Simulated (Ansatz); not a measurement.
Predict the output of the script below (Ansatz 0.2.0, Python API).

The script, `bde_c2h4insi.py`:
```python
"""X-H bond energies of C2H4INSi without relaxation."""

import ansatz as az
from ase import Atoms

BASIS = "def2-SVP"
FUNCTIONAL = "PBE0"


def total_energy(molecule, charge=0, unpaired=0):
    calc = (
        molecule.calculation()
        .basis(gaussian=BASIS)
        .functional(FUNCTIONAL)
    )
    if charge:
        calc = calc.charge(charge)
    if unpaired:
        calc = calc.spin("collinear", total=unpaired)
    return calc.run(threads=1).report["free_energy_ev"]

def without(molecule, index):
    rest = az.Crystal.molecule()
    for i, site in enumerate(molecule.cartesian_sites):
        if i != index:
            rest = rest.atom(site.symbol, site.position_ang)
    return rest


def main() -> None:
    atoms = Atoms(["C", "C", "N", "Si", "I", "H", "H", "H", "H"], positions=[
        [0.861, 1.0349, -1.0255],
        [0.1604, 0.2097, -0.2949],
        [-0.5754, -0.9132, -0.4249],
        [-0.3012, -0.3702, 1.2233],
        [-2.5748, 0.2957, 1.9262],
        [0.8433, 0.9809, -2.1177],
        [1.3442, 1.9403, -0.6037],
        [0.0971, -1.6861, -0.6391],
        [0.2339, -1.5382, 1.9391],
    ])
    mol = az.Crystal.molecule_from_ase(atoms)

    whole = total_energy(mol, 0)
    hydrogen = total_energy(az.Crystal.molecule().atom("H", (0, 0, 0)), 0, 1)
    print(f"E(molecule) = {whole:.5f} eV, E(H) = {hydrogen:.5f} eV")
    for index in [6, 7, 8]:
        radical = total_energy(without(mol, index), 0, 1)
        print(f"H{index}: homolysis {96.485332 * (radical + hydrogen - whole):.1f} kJ/mol")
        anion = total_energy(without(mol, index), -1)
        print(f"H{index}: loss of a proton {96.485332 * (anion - whole):.1f} kJ/mol")


if __name__ == "__main__":
    main()
```

Output of `python bde_c2h4insi.py`:
```text
E(molecule) = -19593.55731 eV, E(H) = -13.61361 eV
H6: homolysis 489.7 kJ/mol
H6: loss of a proton 1697.3 kJ/mol
H7: homolysis 354.3 kJ/mol
H7: loss of a proton 1481.0 kJ/mol
H8: homolysis 347.0 kJ/mol
H8: loss of a proton 1436.9 kJ/mol
```

Total energies depend on the basis set; only differences at equal settings carry meaning. The geometry is a force-field or estimated start, not a minimum of this method, and the basis set is short of its limit. All parts are taken at fixed geometry, without zero-point energy. def2 sets replace the cores of elements past krypton by effective core potentials. The spin-orbit lowering of heavy atoms is left out. Anions want diffuse functions, which this basis lacks. Finished in 43 s on 1 thread of Arm Neoverse V2, with other jobs on the host, peak memory 0.38 GiB.
